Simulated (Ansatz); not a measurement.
# C: the cost of one run

Computed with Ansatz 0.2.0 (DFT r2SCAN, scalar-relativistic, plane waves, PAW, unless a step's input says otherwise).

### 1 The starting structure

The structure is trigonal, space group R-3m (No. 166). The conventional cell has a = 2.460 Å, b = 2.460 Å, c = 33.450 Å, α = 90.00°, β = 90.00°, γ = 120.00°. Around C (site symmetry 3m) lie 3 C at 1.42 Å.

As a file:

```
CELL_PARAMETERS angstrom
1.23000 0.71014 11.15000
-1.23000 0.71014 11.15000
0.00000 -1.42028 11.15000
ATOMIC_POSITIONS crystal
C 0.05000 0.05000 0.05000
C 0.95000 0.95000 0.95000
C 0.28300 0.28300 0.28300
C 0.71700 0.71700 0.71700
```

Source of the structure: the Crystallography Open Database.

### 2 Quick check of gap, pressure and forces

Contents of input.yaml:

```yaml
crystal:
  lattice:
    - [1.2299994602, 0.7101405194, 11.15]
    - [-1.2299994602, 0.7101405194, 11.15]
    - [0.0, -1.4202810389, 11.15]
  atoms:
    - { symbol: C, position: [0.05, 0.05, 0.05] }
    - { symbol: C, position: [0.95, 0.95, 0.95] }
    - { symbol: C, position: [0.283, 0.283, 0.283] }
    - { symbol: C, position: [0.717, 0.717, 0.717] }
basis:
  ecutwfc: 500
kpoints:
  mp_grid: { grid: [12, 12, 12] }
hamiltonian:
  xc: r2scan
scf:
  occupations: { method: gaussian, width: 0.1 }
output:
  forces: true
  stress: true
  eigenvalues: true
```

The run is started by

```bash
ansatz run input.yaml --threads 1 --pin off --max-ram 2560MiB --backend cpu --events-out ev --progress --plain --runs-dir out
```

What time and memory should one allow on 1 thread of Intel Xeon at 2.70GHz, shared host?

About 14 s, with a peak of 0.56 GiB.
